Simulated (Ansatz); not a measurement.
# LiCuAuO2 (Cm) in Ansatz: convergence with k mesh

Aim: find how far k mesh must go before the results for LiCuAuO2 settle, at PBE+U. This setting moves, with any that are tied to it; all else stays.

Everything below comes from runs of Ansatz 0.2.0. Logs are shortened: lines on timing, memory, paths and dates and some standing lists are left out, and cuts for length are marked.

### Step 1. Starting point

Symmetry: Cm, No. 8, monoclinic system. The conventional cell has a = 5.670 Å, b = 3.312 Å, c = 7.567 Å, α = 90.00°, β = 105.62°, γ = 90.00°. Au (site symmetry m) is surrounded by 2 O at 1.99 to 2.17 Å. Cu (site symmetry m) has 3 O at 1.90 Å as nearest neighbours. Around O (site symmetry m) lie 3 Cu at 1.90 Å and 1 Au at 2.17 Å. O (site symmetry m) has 3 Li at 1.91 Å and 1 Au at 1.99 Å as nearest neighbours. Li (site symmetry m) has 3 O at 1.91 Å as nearest neighbours.

The cell comes from a database or a generator and needn't be the stable form of this composition.

### Step 2. With k mesh 3 × 3 × 1

input.yaml reads:

```yaml
crystal:
  lattice:
    - [2.8351857308, -1.6558957482, 0.0]
    - [2.8351857308, 1.6558957482, 0.0]
    - [-2.0377817712, 0.0, 7.2875720081]
  atoms:
    - { symbol: Au, position: [0.983746, 0.983746, 0.948299] }
    - { symbol: Cu, position: [0.538113, 0.538113, 0.638672] }
    - { symbol: O, position: [0.878083, 0.878083, 0.651166] }
    - { symbol: O, position: [0.080494, 0.080494, 0.221478] }
    - { symbol: Li, position: [0.425814, 0.425814, 0.248719] }
hamiltonian:
  xc: pbe
  pseudopotentials: { kind: nc, accuracy: standard }
  hubbard:
    sites:
      - { species: Au, l: d, u_eff: 3.5 }
      - { species: Cu, l: d, u_eff: 6.0 }
kpoints:
  mp_grid: { grid: [3, 3, 1] }
scf:
  occupations: { method: gaussian, width: 0.05 }
output:
  forces: true
  stress: true
  eigenvalues: true
```

Potentials or basis: PseudoDojo standard (PBE files).

The run is started by

```sh
$ ansatz run input.yaml --threads 2 --pin off --max-ram 5632MiB --backend cpu --events-out ev --progress --plain --runs-dir out
```

Standard output:

```text
Warning: RAYON_NUM_THREADS=2 ignored (pool sized by the plan → 2); use --threads N
Engine: ansatz 0.2.0, aarch64-unknown-linux-gnu
Pseudopotentials: kind: nc
Pseudopotential: Au, nc, valence charge 19, recommended cutoff 1034.032677 eV (normal), Au.nc.azcp (PseudoDojo's, or run here from an input of PseudoDojo's; its table is named by hamiltonian.pseudopotentials.accuracy)
Pseudopotential: Cu, nc, valence charge 19, recommended cutoff 1251.723767 eV (normal), Cu.nc.azcp (PseudoDojo's, or run here from an input of PseudoDojo's; its table is named by hamiltonian.pseudopotentials.accuracy)
Pseudopotential: O, nc, valence charge 6, recommended cutoff 1142.878222 eV (normal), O.nc.azcp (PseudoDojo's, or run here from an input of PseudoDojo's; its table is named by hamiltonian.pseudopotentials.accuracy)
Pseudopotential: Li, nc, valence charge 3, recommended cutoff 1006.821291 eV (normal), Li.nc.azcp (PseudoDojo's, or run here from an input of PseudoDojo's; its table is named by hamiltonian.pseudopotentials.accuracy)
Functional definition: PBE
  parameter kappa = 0.804
  parameter beta = 0.06672455060314922
  exchange = pbe_x(kappa = kappa, mu = beta*pi^2/3)
  correlation = pbe_c(beta = beta)
Crystal: 5 atoms, lattice volume = 68.427 Å³
Basis set: ecut = 1251.723767 eV, 6899 PW (Γ), exchange–correlation on 80×80×180 points (8 copies of the dense FFT grid, shifted against one another)
Bands: 32, of which v1, the nominal top of the filled ones, is band 27 counted from 1 (26 counted from 0)
Symmetry: 2 space group operations
Space group: Cm (ITA 8), of the structure as read, at distance tolerance 4.1e-5 Å
k-points: 4 of 9 (time reversal used)
Non-local potential: Au, projectors of the file, l = 0: 2, l = 1: 2, l = 2: 2, l = 3: 1
Non-local potential: Cu, projectors of the file, l = 0: 2, l = 1: 2, l = 2: 2
Non-local potential: O, projectors of the file, l = 0: 2, l = 1: 2, l = 2: 1
Non-local potential: Li, projectors of the file, l = 0: 2, l = 1: 2
Initial density: superposition of atomic densities (chi_scale 0.1, normalization cell, long waves of neutral atoms under a Hubbard term (reshape's long-wave potential 0.37 eV rms, cloud 2.68 Å wide))
[... 26 lines left out ...]
--- Per-component energies (eV) ---
  E_band       = -1015.270024
  E_kinetic    = 4278.807127
  E_local      = -10668.594808  (includes V_loc(G=0)·N_el)
  E_nonlocal   = -1110.294663
  E_hartree    = 4002.292643
  E_xc         = -1616.259641
  E_vxc        = -1477.164198  (∫ρ·V_xc dr)
  E_hubbard    = 1.560173  (on-site DFT+U / exact-exchange correction)
  E_vhub       = -42.619302  (the Hubbard potential's part of the band-sum identity)
  E_ewald      = -5173.043607
  E_smearing   = -0.006269  (= −TS)
  E_closure    = 0.000000  (closes the sum)
  Σ components = -10285.539047   (vs F -10285.539047, Δ=0.00e0)
--- Forces (eV/Å), atoms counted from 1 ---
  atom   1  Au     0.00863297    -0.00000000    -0.40427021
  atom   2  Cu     0.01665593    -0.00000000     0.16833525
  atom   3  O     -0.17745593    -0.00000000     0.19330584
  atom   4  O      0.10434836     0.00000000    -0.04469289
  atom   5  Li     0.04791649     0.00000000     0.08740739
  max |Σ_I F_I| component: 9.78e-5 eV/Å
--- Stress (GPa, compression-positive) ---
        0.518280       0.000000      -0.723318
        0.000000      -0.525485       0.000000
       -0.723318       0.000000       1.503396
  P = ⅓ Tr σ = 0.4987 GPa (4.987 kbar)
--- Band table (eV) ---
  k-point 0: bands = ["-102.2025", "-96.7936", "-59.6624", "-59.6473", "-59.6348", "-48.3928", "-48.0061", "-48.0034", "-34.7881", "-10.6290", "-8.4208", "1.9177", "1.9455", "1.9502", "2.3233", "3.0813", "3.1512", "3.5673", "3.5800", "4.7598", "4.8114", "4.8134", "5.4625", "7.5700", "7.5858", "8.5901", "8.6520", "9.1923", "12.7089", "13.5324", "18.2509", "20.1156"]
  k-point 1: bands = ["-102.2025", "-96.7934", "-59.6651", "-59.6481", "-59.6354", "-48.3909", "-48.0273", "-48.0112", "-34.7810", "-10.3560", "-8.3413", "1.4823", "1.9402", "2.3952", "2.4113", "3.0010", "3.6275", "3.9577", "4.0190", "4.7353", "4.7718", "5.4647", "6.2627", "6.4684", "7.0587", "7.1014", "7.4515", "10.7502", "13.2122", "15.0707", "15.9357", "17.9239"]
  k-point 2: bands = ["-102.2024", "-96.7933", "-59.6633", "-59.6494", "-59.6360", "-48.3907", "-48.0302", "-48.0100", "-34.7806", "-10.3539", "-8.3365", "1.4762", "2.0669", "2.3816", "2.4179", "3.0069", "3.5957", "3.8919", "4.0149", "4.5964", "4.7881", "5.6128", "6.1569", "6.6244", "6.9554", "6.9986", "7.4827", "10.8961", "13.3386", "15.4324", "15.5193", "17.9181"]
  k-point 3: bands = ["-102.2025", "-96.7929", "-59.6656", "-59.6493", "-59.6359", "-48.3897", "-48.0297", "-48.0253", "-34.7772", "-10.2340", "-8.2956", "1.8858", "1.9854", "2.0343", "3.1148", "3.1579", "3.2095", "3.9704", "4.0797", "4.6131", "4.7841", "5.4773", "5.6068", "6.5289", "6.5965", "7.2048", "7.6653", "12.9223", "13.2470", "13.3352", "15.1090", "17.7935"]
Occupation matrices written to <dir>
```

occupation_matrices:

```text
# The occupation matrices of the corrected shells as a run of Ansatz 0.0.0 ended. An entry of
# hamiltonian.hubbard.sites starts from them by `starting_ns: <path of this file>`, where that key's refused
# combinations let it.
[... 27 lines left out ...]
  site1_d:
    matrix:
      - [0.9682669407553053, -2.598599551841018e-6, -1.220811646218678e-16, -0.0005051717175659034, -1.2267747581673483e-16]
      - [-2.598599551841018e-6, 0.9916949098436917, 1.1064283170214573e-16, 0.0011504628965629889, -2.2001172585162099e-16]
      - [-1.220811646218678e-16, 1.1069704181077e-16, 0.9876494407530106, 2.1998462079730885e-16, -0.0020519887426197186]
      - [-0.0005051717175659034, 0.0011504628965629889, 2.1998462079730885e-16, 0.9474455958431063, -1.0842021724855044e-18]
      - [-1.2267747581673483e-16, -2.2001172585162099e-16, -0.0020519887426197186, -1.1926223897340549e-18, 0.9482180827066521]
```

Run time: 3.5 s. Hardware: 2 threads of Arm Neoverse V2, shared host; peak memory 0.43 GiB.

What came out:

| Item | Value |
| --- | --- |
| Free energy | -10285.5390 eV |
| Pressure | 0.5 GPa |
| Largest force | 0.404 eV/Å |
| Band gap on the k mesh | none (metal or under the smearing width) |

### Step 3. With k mesh 4 × 4 × 2

Edit input.yaml of step 2 so:

```diff
@@ -19,3 +19,3 @@
 kpoints:
-  mp_grid: { grid: [3, 3, 1] }
+  mp_grid: { grid: [4, 4, 2] }
 scf:
```

Potentials or basis: PseudoDojo standard (PBE files).

The run is started by

```sh
$ ansatz run input.yaml --threads 2 --pin off --max-ram 5632MiB --backend cpu --events-out ev --progress --plain --runs-dir out
```

Wall time 9.7 s (2 threads of Arm Neoverse V2, shared host); peak memory 0.52 GiB.

What came out:

```
Free energy            : -10285.3102 eV
Pressure               : 2.3 GPa
Largest force          : 0.336 eV/Å
Band gap on the k mesh : none (metal or under the smearing width)
```

### Step 4. With k mesh 5 × 5 × 2

Edit input.yaml of step 3 so:

```diff
@@ -19,3 +19,3 @@
 kpoints:
-  mp_grid: { grid: [4, 4, 2] }
+  mp_grid: { grid: [5, 5, 2] }
 scf:
```

The run is started by

```sh
$ ansatz run input.yaml --threads 2 --pin off --max-ram 5632MiB --backend cpu --events-out ev --progress --plain --runs-dir out
```

Run time: 12 s. Hardware: 2 threads of Arm Neoverse V2, shared host; peak memory 0.56 GiB.

What came out:

```
Free energy            : -10285.3976 eV
Pressure               : 1.6 GPa
Largest force          : 0.289 eV/Å
Band gap on the k mesh : none (metal or under the smearing width)
```

### Step 5. With k mesh 7 × 7 × 3

Edit input.yaml of step 4 so:

```diff
@@ -19,3 +19,3 @@
 kpoints:
-  mp_grid: { grid: [5, 5, 2] }
+  mp_grid: { grid: [7, 7, 3] }
 scf:
```

The run is started by

```sh
$ ansatz run input.yaml --threads 2 --pin off --max-ram 5632MiB --backend cpu --events-out ev --progress --plain --runs-dir out
```

Run time: 30 s. Hardware: 2 threads of Arm Neoverse V2, shared host; peak memory 0.82 GiB.

Results:

| Item | Value |
| --- | --- |
| Free energy | -10285.3805 eV |
| Pressure | 1.6 GPa |
| Largest force | 0.308 eV/Å |
| Band gap on the k mesh | none (metal or under the smearing width) |

### Step 6. With k mesh 8 × 8 × 4

Edit input.yaml of step 5 so:

```diff
@@ -19,3 +19,3 @@
 kpoints:
-  mp_grid: { grid: [7, 7, 3] }
+  mp_grid: { grid: [8, 8, 4] }
 scf:
```

Potentials or basis: PseudoDojo standard (PBE files).

The run is started by

```sh
$ ansatz run input.yaml --threads 2 --pin off --max-ram 5632MiB --backend cpu --events-out ev --progress --plain --runs-dir out
```

Wall time 44 s (2 threads of Arm Neoverse V2, shared host); peak memory 1.2 GiB.

Results (log left out):

| Item | Value |
| --- | --- |
| Free energy | -10285.3868 eV |
| Pressure | 1.8 GPa |
| Largest force | 0.307 eV/Å |
| Band gap on the k mesh | none (metal or under the smearing width) |

### Step 7. With k mesh 11 × 11 × 4

Edit input.yaml of step 6 so:

```diff
@@ -19,3 +19,3 @@
 kpoints:
-  mp_grid: { grid: [8, 8, 4] }
+  mp_grid: { grid: [11, 11, 4] }
 scf:
```

The run is started by

```sh
$ ansatz run input.yaml --threads 2 --pin off --max-ram 5632MiB --backend cpu --events-out ev --progress --plain --runs-dir out
```

It took 89 s on 2 threads of Arm Neoverse V2, shared host; peak memory 1.8 GiB.

Results (log left out):

| Item | Value |
| --- | --- |
| Free energy | -10285.3772 eV |
| Pressure | 1.8 GPa |
| Largest force | 0.307 eV/Å |
| Band gap on the k mesh | none (metal or under the smearing width) |

### Step 8. With k mesh 13 × 13 × 5

Edit input.yaml of step 7 so:

```diff
@@ -19,3 +19,3 @@
 kpoints:
-  mp_grid: { grid: [11, 11, 4] }
+  mp_grid: { grid: [13, 13, 5] }
 scf:
```

The run is started by

```sh
$ ansatz run input.yaml --threads 2 --pin off --max-ram 5632MiB --backend cpu --events-out ev --progress --plain --runs-dir out
```

It took 2.4 min on 2 threads of Arm Neoverse V2, shared host; peak memory 2.7 GiB.

It converged, with:

* Free energy: -10285.3824 eV
* Pressure: 1.7 GPa
* Largest force: 0.299 eV/Å
* Band gap on the k mesh: none (metal or under the smearing width)

### Step 9. With k mesh 15 × 15 × 6

Edit input.yaml of step 8 so:

```diff
@@ -19,3 +19,3 @@
 kpoints:
-  mp_grid: { grid: [13, 13, 5] }
+  mp_grid: { grid: [15, 15, 6] }
 scf:
```

Potentials or basis: PseudoDojo standard (PBE files).

The run is started by

```sh
$ ansatz run input.yaml --threads 2 --pin off --max-ram 5632MiB --backend cpu --events-out ev --progress --plain --runs-dir out
```

Run time: 4 min. Hardware: 2 threads of Arm Neoverse V2, shared host; peak memory 4.1 GiB.

The run converged. Its results:

- Free energy: -10285.3805 eV
- Pressure: 1.7 GPa
- Largest force: 0.301 eV/Å
- Band gap on the k mesh: none (metal or under the smearing width)

### Step 10. Summary

```
     k mesh  energy less the tightest run, at zero smearing (meV/atom)  pressure (GPa)  largest force (eV/Å)  SCF cycles  CPU time (s)  peak memory (GiB)
  3 × 3 × 1                                                     -31.62            0.50                 0.404          15           6.4               0.43
  4 × 4 × 2                                                      14.54            2.32                 0.336          20            19               0.52
  5 × 5 × 2                                                      -3.25            1.64                 0.289          16            24               0.56
  7 × 7 × 3                                                       0.42            1.65                 0.308          17            59               0.82
  8 × 8 × 4                                                      -1.47            1.75                 0.307          13            87                1.2
11 × 11 × 4                                                       0.82            1.76                 0.307          15           180                1.8
13 × 13 × 5                                                      -0.39            1.72                 0.299          15           290                2.7
15 × 15 × 6                                                       0.00            1.74                 0.301          15           480                4.1
```

Against the tightest run, the energy stays within 1 meV/atom from 11 × 11 × 4 on; the pressure stays within 0.1 GPa from 7 × 7 × 3 on; the largest force stays within 0.005 eV/Å from 13 × 13 × 5 on. Meshes of other sizes hit other points, so gaps and Fermi surfaces needn't settle smoothly. The tightest run that finished is the yardstick and may itself not be fully converged.

Caveats: an odd number of electrons without spin polarisation forces a metal; a magnetic or distorted state may lie lower; the run has no spin polarisation, though such a crystal can be magnetic; U without spin polarisation on a metal has little footing.
